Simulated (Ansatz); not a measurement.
**Si₂H₅NCl+: two torsions**

Method: RKS r2SCAN-D4/def2-SVP; program: Ansatz 0.2.0.

## Step 1: Where the work starts

SMILES `[SiH2+]N[SiH2]Cl`, 9 atoms, charge 1, spin multiplicity 1.

Atoms are counted from 1 here; the program's logs count them from 0.

Bond lengths: Si1–N2 1.671 Å, Si1–H5 1.484 Å, Si1–H6 1.488 Å, N2–Si3 1.840 Å, N2–H7 1.035 Å, Si3–Cl4 2.052 Å, Si3–H8 1.491 Å, Si3–H9 1.491 Å. Angles: N2–Si1–H5 119.2°, N2–Si1–H6 116.8°, H5–Si1–H6 124.0°, Si1–N2–Si3 131.2°, Si1–N2–H7 115.2°, Si3–N2–H7 113.7°, N2–Si3–Cl4 104.3°, N2–Si3–H8 105.2°, N2–Si3–H9 105.9°, Cl4–Si3–H8 112.8°, Cl4–Si3–H9 112.1°, H8–Si3–H9 115.3°.

As a file:

```xyz
9
ClH5NSi2
Si   -0.7352    0.9895   -1.2039
N    -0.1946   -0.4173   -0.4821
Si    0.6454   -0.7060    1.1298
Cl    1.0002    1.1787    1.8607
H    -0.5721    2.2798   -0.4896
H    -1.3685    0.8555   -2.5438
H    -0.3447   -1.2800   -1.0330
H     1.8987   -1.4398    0.7923
H    -0.3292   -1.4604    1.9696
```

This geometry comes from a loose relaxation at PBE in a small basis, which is not shown.

## Step 3: Setting up the map

First coordinate, dihedral Si1–N2–Si3–Cl4: 18 values from −180 to 160 °, periodic. Second coordinate, dihedral H5–Si1–N2–Si3: 18 values from −180 to 160 °, periodic.

Nothing else is relaxed (all other coordinates rigid). Energies count from the relaxed molecule at the same level. Points are written as (first, second).

(The set-up runs are not shown.)

## Step 4: Point (0°, 0°)

The input, input.yaml:

```yaml
crystal:
  periodic: [false, false, false]
  atoms:
    - { symbol: Si, position_ang: [-0.706997, 0.985126, -1.205761] }
    - { symbol: "N", position_ang: [-0.215656, -0.418156, -0.469175] }
    - { symbol: Si, position_ang: [0.63978, -0.70664, 1.117209] }
    - { symbol: Cl, position_ang: [0.904518, 1.168664, 1.885316] }
    - { symbol: H, position_ang: [-0.455971, 2.274935, -0.546334] }
    - { symbol: H, position_ang: [-1.382821, 0.854213, -2.50929] }
    - { symbol: H, position_ang: [-0.424241, -1.281079, -0.987627] }
    - { symbol: H, position_ang: [1.922527, -1.356831, 0.778559] }
    - { symbol: H, position_ang: [-0.281367, -1.52025, 1.937221] }
total_charge: 1
basis:
  gaussian: { orbitals: def2-SVP }
hamiltonian:
  xc: r2scan
  dispersion: d4
output:
  forces: true
```

Launch:

```sh
> ansatz run input.yaml --threads 1 --pin off --max-ram 2560MiB --backend cpu --events-out ev --progress --plain --runs-dir out
```

**Question.** How long does this run take on 1 thread of Arm Neoverse V1, shared host, and how much memory does it need?

About 5.7 s, with a peak of 0.14 GiB.
